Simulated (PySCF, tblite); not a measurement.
# adamantane radical cation (C₁₀H₁₆+) (doublet): geometry, infrared bands and EPR parameters

Wanted: the infrared bands and EPR parameters of adamantane radical cation (C₁₀H₁₆+) (doublet) (`C1C2CC3CC1CC(C2)C3`), by calculation.

Programs: tblite 0.8.0 and PySCF 2.14.0, with density-fitted response routines of our own. Each step states its level of theory. These are calculated values for one molecule in the gas phase, unless marked as measured. Atoms are numbered from 0 throughout.

## Step 1: The starting structure

26 atoms, charge 1, multiplicity 2; geometry from: force field or distance geometry start.

Bonds of the start (Å): C0–C1 1.55, C1–C2 1.53, C2–C3 1.54, C3–C4 1.56, C4–C5 1.53, C5–C6 1.54, C6–C7 1.53, C7–C8 1.53, C7–C9 1.55, C5–C0 1.55, C8–C1 1.53, C9–C3 1.54, C0–H10 1.09, C0–H11 1.09, C1–H12 1.09, C2–H13 1.10, C2–H14 1.08, C3–H15 1.08, C4–H16 1.10, C4–H17 1.10, C5–H18 1.10, C6–H19 1.11, C6–H20 1.10, C7–H21 1.10, C8–H22 1.11, C8–H23 1.10, C9–H24 1.10, C9–H25 1.10.

## Step 2: Optimising the geometry with GFN2-xTB

The job: settings as JSON, then the geometry in Å.

```
{"job": {"kind": "relax", "xc": "GFN2-xTB", "basis": "xTB"}, "charge": 1, "multiplicity": 2}
C      1.628900    -0.188900     0.693000
C      1.257400     0.762000    -0.477700
C      0.700900    -0.073700    -1.629800
C     -0.567900    -0.820600    -1.184800
C     -0.199900    -1.764300    -0.003000
C      0.361700    -0.945400     1.161400
C     -0.692000     0.072800     1.625900
C     -1.057600     1.019300     0.477400
C      0.202800     1.759000     0.008100
C     -1.625500     0.184500    -0.693000
H      2.387900    -0.899900     0.372400
H      2.040200     0.386000     1.528000
H      2.152900     1.296200    -0.788500
H      0.451200     0.587800    -2.478200
H      1.443200    -0.771600    -1.990800
H     -0.971800    -1.414200    -1.997100
H      0.541700    -2.498400    -0.339100
H     -1.085700    -2.327500     0.315100
H      0.626600    -1.611500     1.996900
H     -0.303500     0.650900     2.484200
H     -1.590000    -0.452000     1.987500
H     -1.819000     1.737000     0.811400
H      0.603300     2.378500     0.840300
H     -0.061800     2.445200    -0.808100
H     -1.904300     0.853200    -1.520400
H     -2.540800    -0.341800    -0.377700
```

Command:

```sh
$ OMP_NUM_THREADS=1 python probes_run.py task.json out
```

This one command runs all jobs of the session in turn.

**Question.** This job is followed by: GFN2-xTB harmonic vibrations, gas phase; PBE0-D3(BJ)/def2-SVP geometry optimisation, gas phase; UKS B3LYP, IGLO-III on C, pcH-1 on H, non-relativistic, mean-field spin-orbit, GIAO. What will the session give for the following? strongest single infrared mode (GFN2-xTB); zero-point energy (GFN2-xTB); point group; rotational constants (main isotopes); g(iso) (B3LYP); ⟨S²⟩; largest a(iso) (averaged by class).

The runs gave:

| quantity | value |
| --- | --- |
| strongest single infrared mode (GFN2-xTB) | 1170 cm⁻¹, 219 km/mol |
| zero-point energy (GFN2-xTB) | 146.4 kcal/mol |
| point group | C3v |
| rotational constants (main isotopes) | 1.70, 1.70, 1.68 GHz |
| g(iso) (B3LYP) | 2.00706 |
| ⟨S²⟩ | 0.752 (exact 0.75) |
| largest a(iso) (averaged by class) | 1H on H12, H15, H18, H21, 126.9 MHz |

What this shows: Over 22 steps the energy fell by 0.130 eV; of the close pairs, C0–C5 changed most, 1.548 to 1.515 Å (GFN2-xTB). All 72 modes are real, so the xTB geometry is a minimum. GFN2-xTB is a fitted tight-binding method: band positions and strengths are rough. Its intensities can rank the bands wrongly. The optimisation took 4 steps and gained 0.235 eV; among the close pairs (by a distance rule), C0–H10 changed most, from 1.053 to 1.099 Å (PBE0/def2-SVP). No frequency check was run at this level, so the end point may be a saddle. The largest share of the spin, 0.16 e, sits on H18. The isotropic g lies 4.7 ppt above the free-electron value. That holds for this one static structure; motion that exchanges H12, H15, H18, H21 would share the spin among them.
